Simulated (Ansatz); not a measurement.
This script makes a test of the smearing width of BaF3, space group I4/mmm with Ansatz's Python interface.

`run_smear.py`
```python
"""Smearing width test for BaF3."""

import argparse
import warnings

import ansatz as az
from tabulate import tabulate

parser = argparse.ArgumentParser(description="Smearing width test for BaF3.")
parser.add_argument("--kspacing", type=float, required=True, help="k-point sampling")
parser.add_argument("--tolerance", type=float, required=True, help="SCF tolerance (eV)")
args = parser.parse_args()

warnings.simplefilter("ignore", az.DeckWarning)

lattice = az.Lattice.of(
    [-2.12239, 2.12239, 3.41925],
    [2.12239, -2.12239, 3.41925],
    [2.12239, 2.12239, -3.41925],
)
sites = [
    ("Ba", [0.0, 0.0, 0.0]),
    ("F", [0.75, 0.25, 0.5]),
    ("F", [0.25, 0.75, 0.5]),
    ("F", [0.5, 0.5, 0.0]),
]
crystal = az.Crystal(lattice=lattice)
for symbol, position in sites:
    crystal = crystal.atom(symbol, position)

calculation = (
    crystal.calculation()
    .kpoints(spacing=args.kspacing)
    .functional(az.Functional.LDA)
    .scf(tolerance=args.tolerance)
    .stress()
)

rows = []
for value in [0.25, 0.15, 0.1, 0.05, 0.025]:
    rep = calculation.occupations("methfessel_paxton", width=value).run(threads=1, backend="cpu").report
    rows.append((value, rep["free_energy_ev"] / len(rep["lattice"]["sites"]), rep["n_iterations"], sum(rep["stress_gpa"][i][i] for i in range(3)) / 3, rep["n_kpoints"]))

print(tabulate(rows, headers=["width (eV)", "F/atom (eV)", "iterations", "P (GPa)", "k-points"], floatfmt=".4f", tablefmt="simple"))

# the last row is the reference
for row in rows[:-1]:
    shift = 1000 * (row[1] - rows[-1][1])
    print(f"{row[0]}: {shift:+.2f} meV/atom" + ("  (within 5 meV)" if abs(shift) < 5 else ""))
```

How much does the free energy per atom change between the narrowest and the widest smearing, and why?

Going from 0.025 to 0.25 eV changes F by -4.7 meV an atom. This scheme is built to cancel the term in the square of the width, but that needs a smooth density of states and a fine mesh, and here a sizeable shift remains. The pressure moves from -6.95 to -6.73 GPa.

The run itself:

```console
$ python run_smear.py --kspacing 0.29 --tolerance 1e-09
  width (eV)    F/atom (eV)    iterations    P (GPa)    k-points
------------  -------------  ------------  ---------  ----------
      0.2500     -2040.8994             9    -6.7282          59
      0.1500     -2040.8962             9    -6.8434          59
      0.1000     -2040.8952             9    -6.8980          59
      0.0500     -2040.8947             9    -6.9374          59
      0.0250     -2040.8947             9    -6.9454          59
0.25: -4.65 meV/atom  (within 5 meV)
0.15: -1.50 meV/atom  (within 5 meV)
0.1: -0.48 meV/atom  (within 5 meV)
0.05: +0.00 meV/atom  (within 5 meV)
```

What to keep in mind:
- The cell holds an odd number of electrons and is run without spin, so a magnetic state may lie lower.
- The mesh is modest for a metal, so energies can be off by several to tens of meV an atom and pressures by half a GPa or more; differences at equal mesh fare better.
- The program warned that this SCF threshold is loose for forces or stresses.
- The narrowest width needs the finest mesh, so the last row is no converged reference.
- Pressure is positive in compression.
- At these settings the cell as given stands under about -7 GPa, so it isn't at this functional's equilibrium volume.
- The structure comes from a database of computed cells and needn't be a stable or known phase.
- The script silences the warnings on its input, which a real study should read.
- Wall time of the script: 23 s on 1 thread of Arm Neoverse V1, with other jobs on the host, peak memory 0.41 GiB.
